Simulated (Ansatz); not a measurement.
# ZnSbO2: the cost of one run

Computed with Ansatz 0.2.0 (DFT PBE, scalar-relativistic, plane waves, PAW, unless a step's input says otherwise).

## Step 1: The system as given

It takes space group P-6m2 (No. 187, hexagonal). Conventional cell: a = 4.110 Å, b = 4.110 Å, c = 4.130 Å, α = 90.00°, β = 90.00°, γ = 120.00°. Zn (site symmetry -6m2) is surrounded by 3 Sb at 2.37 Å and 6 O at 2.71 Å. Sb (site symmetry -6m2) is surrounded by 3 Zn at 2.37 Å and 6 O at 2.71 Å. O (site symmetry 3m) is surrounded by 1 O at 1.52 Å.

As a file:

```xyz
4
Lattice="4.1100 0.0000 0.0000 -2.0550 3.5593 0.0000 0.0000 0.0000 4.1304" Properties=species:S:1:pos:R:3 pbc="T T T"
Zn    2.0550    1.1864    2.0652
Sb    0.0000    0.0000    2.0652
O     0.0000    2.3729    0.7605
O     0.0000    2.3729    3.3699
```

A structure generator made this guess: random cell by space group and Wyckoff sites (P-6m2, No. 187). The dimensions are guesses.

## Step 2: A first look at the guess

Input file input.yaml:

```yaml
crystal:
  lattice:
    - [4.10995335, 0.0, 0.0]
    - [-2.05497667, 3.55932401, 0.0]
    - [0.0, 0.0, 4.13037591]
  atoms:
    - { symbol: Zn, position: [0.66666667, 0.33333333, 0.5] }
    - { symbol: Sb, position: [0.0, 0.0, 0.5] }
    - { symbol: O, position: [0.33333333, 0.66666667, 0.1841203] }
    - { symbol: O, position: [0.33333333, 0.66666667, 0.8158797] }
basis:
  ecutwfc: 420
kpoints:
  mp_grid: { grid: [6, 6, 4] }
hamiltonian:
  xc: pbe
scf:
  occupations: { method: gaussian, width: 0.1 }
  lower_state_search: "off"
output:
  forces: true
  stress: true
  eigenvalues: true
```

Launch:

```bash
$ ansatz run input.yaml --threads 1 --pin off --max-ram 2560MiB --backend cpu --events-out ev --progress --plain --runs-dir out
```

**Question.** How long does this run take on 1 thread of Intel Xeon at 2.70GHz, shared host, and how much memory does it need?

About 3.1 s, with a peak of 0.38 GiB.
